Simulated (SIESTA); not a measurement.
Crystal: Al2InN3.

```
CELL_PARAMETERS angstrom
4.88002 -2.80552 0.00000
4.88002 2.80552 0.00000
0.00000 0.00000 5.19946
ATOMIC_POSITIONS crystal
In 0.67808 0.32192 0.98638
In 0.32192 0.67808 0.48638
Al 0.33490 0.00854 0.99163
Al 0.99146 0.66510 0.99163
Al 0.66510 0.99146 0.49163
Al 0.00854 0.33490 0.49163
N 0.70191 0.29809 0.40676
N 0.29809 0.70191 0.90676
N 0.33358 0.03698 0.35580
N 0.96302 0.66642 0.35580
N 0.66642 0.96302 0.85580
N 0.03698 0.33358 0.85580
```

The cell comes from a database or a generator and needn't be the stable form of this composition.

* Program: SIESTA 5.4.2
* Task: single point
* Functional: PBEsol
* Potentials or basis: PseudoDojo 0.4 standard (PBEsol files)
* Basis: DZP (energy shift 0.003 Ry; two zetas on semicore shells)
* Grid cutoff: 800 Ry
* Energy shift: 0.003 Ry
* k mesh: 6 × 6 × 5
* Occupations: fermi-dirac, width 0.05 eV
* Spin: no spin polarisation

On this cell: pressure 2.5 GPa; largest force 0.082 eV/Å; band gap on the k mesh 2.34 eV, direct.

The same run follows on a disturbed copy (atoms moved at random, drawn with an rms of 0.05 Å):

```
In Al N
1.0
     4.88002   -2.80552    0.00000
     4.88002    2.80552    0.00000
     0.00000    0.00000    5.19946
In Al N
2 4 6
Direct
  0.67971 0.31951 0.99099
  0.31326 0.67947 0.48752
  0.32904 0.00804 0.98594
  0.99735 0.65013 0.00478
  0.66597 0.99068 0.48845
  0.01024 0.33196 0.48472
  0.71074 0.28982 0.39491
  0.29318 0.70154 0.90650
  0.33170 0.03181 0.34709
  0.96325 0.66485 0.35058
  0.67053 0.96228 0.85723
  0.02798 0.33944 0.85478
```

What does the disturbed cell give?

The energy moves by +21.1 meV/atom; pressure 3.1 GPa; largest force 2.272 eV/Å; band gap on the k mesh 2.32 eV, direct.

Forces on the atoms (eV/Å):
```
In  -0.295  0.261 -0.777
In   0.358 -0.663  0.123
Al   0.470 -0.318 -0.222
Al   0.747  1.160 -1.805
Al  -0.311  0.065  0.291
Al  -0.014  0.111  0.588
N   -0.218  0.741  0.863
N   -0.068 -0.365 -0.124
N    0.391 -0.115  0.621
N   -0.316 -0.056  1.193
N   -0.474  0.044 -0.219
N   -0.271 -0.865 -0.530
```

Stress tensor (GPa, compression positive):
```
3.67 0.40 0.55
0.40 0.01 0.58
0.55 0.58 5.52
```

Caveats: spin-orbit coupling is left out, which moves the levels of the heavy elements; an odd mesh through Γ misses points on the zone boundary, where band edges often lie; the basis of atomic orbitals isn't converged, which shifts pressures, moduli and gaps.
